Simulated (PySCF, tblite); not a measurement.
# C5H5N2S radical: geometry, infrared bands and EPR parameters

Wanted: the infrared bands and EPR parameters of C5H5N2S radical (`[c]1nsc(C2CC2)n1`), by calculation.

Programs: tblite 0.8.0 and PySCF 2.14.0, with density-fitted response routines of our own. Each step states its level of theory. These are calculated values for one molecule in the gas phase, unless marked as measured. Atoms are numbered from 0 throughout.

### 1 The starting structure

13 atoms, charge 0, multiplicity 2; geometry from: force field or distance geometry start.

Bonds of the start (Å): C0–N1 1.28, N1–S2 1.74, S2–C3 1.64, C3–C4 1.46, C4–C5 1.51, C5–C6 1.52, C3–N7 1.30, N7–C0 1.26, C6–C4 1.52, C4–H8 1.11, C5–H9 1.09, C5–H10 1.11, C6–H11 1.11, C6–H12 1.12.

### 2 Geometry optimisation with GFN2-xTB

The job: settings as JSON, then the geometry in Å.

```
{"job": {"kind": "relax", "xc": "GFN2-xTB", "basis": "xTB"}, "charge": 0, "multiplicity": 2}
C      3.197200    -0.365000    -0.061200
N      3.290700     0.746000     0.567500
S      1.577900     1.063800     0.628600
C      0.944600    -0.219700    -0.170800
C     -0.467400    -0.508300    -0.426600
C     -1.452200     0.628500    -0.534200
C     -1.510500    -0.314900     0.658700
N      2.076900    -0.820700    -0.409200
H     -0.632200    -1.455900    -0.985800
H     -1.192000     1.650000    -0.260100
H     -2.220200     0.502300    -1.324500
H     -1.183900     0.041100     1.653700
H     -2.433300    -0.946700     0.646000
```

The run is started by

```sh
$ OMP_NUM_THREADS=1 python probes_run.py task.json out
```

The driver reads the jobs from task.json and runs them one after another.

**Question.** This job is followed by: GFN2-xTB harmonic vibrations, gas phase; UKS B3LYP, pcH-1 on C H N S, non-relativistic, mean-field spin-orbit, GIAO. Predict these results of the whole session: strongest single infrared mode (GFN2-xTB); zero-point energy (GFN2-xTB); g(iso) (B3LYP); ⟨S²⟩; largest a(iso) (averaged by class); potential on the surface of density 0.002 e/bohr³, 1st and 99th percentile.

The runs gave:

| quantity | value |
| --- | --- |
| strongest single infrared mode (GFN2-xTB) | 1486 cm⁻¹, 98 km/mol |
| zero-point energy (GFN2-xTB) | 57.3 kcal/mol |
| g(iso) (B3LYP) | 2.00203 |
| ⟨S²⟩ | 0.756 (exact 0.75) |
| largest a(iso) (averaged by class) | 13C on C0, 663.7 MHz |
| potential on the surface of density 0.002 e/bohr³, 1st and 99th percentile | -1.52 V and 1.25 V |

In words: The optimisation took 63 steps and gained 1.635 eV; among the close pairs (by a distance rule), S2–C3 changed most, from 1.639 to 1.766 Å. No mode is imaginary among the 33: a minimum at this level. The strongest single mode, at 1486 cm⁻¹, is spread over many atoms; the largest shares are those of C3, C4. Unscaled tight-binding wavenumbers are off by several per cent, some by more. Its intensities can rank the bands wrongly. C0 carries the largest spin population, 0.84 e. The isotropic g lies 0.3 ppt below the free-electron value. These values are for one conformer; the search (at its own cheap level) found 2 more, at 0.37, 0.37 kcal/mol, and measured spectra average over such forms.
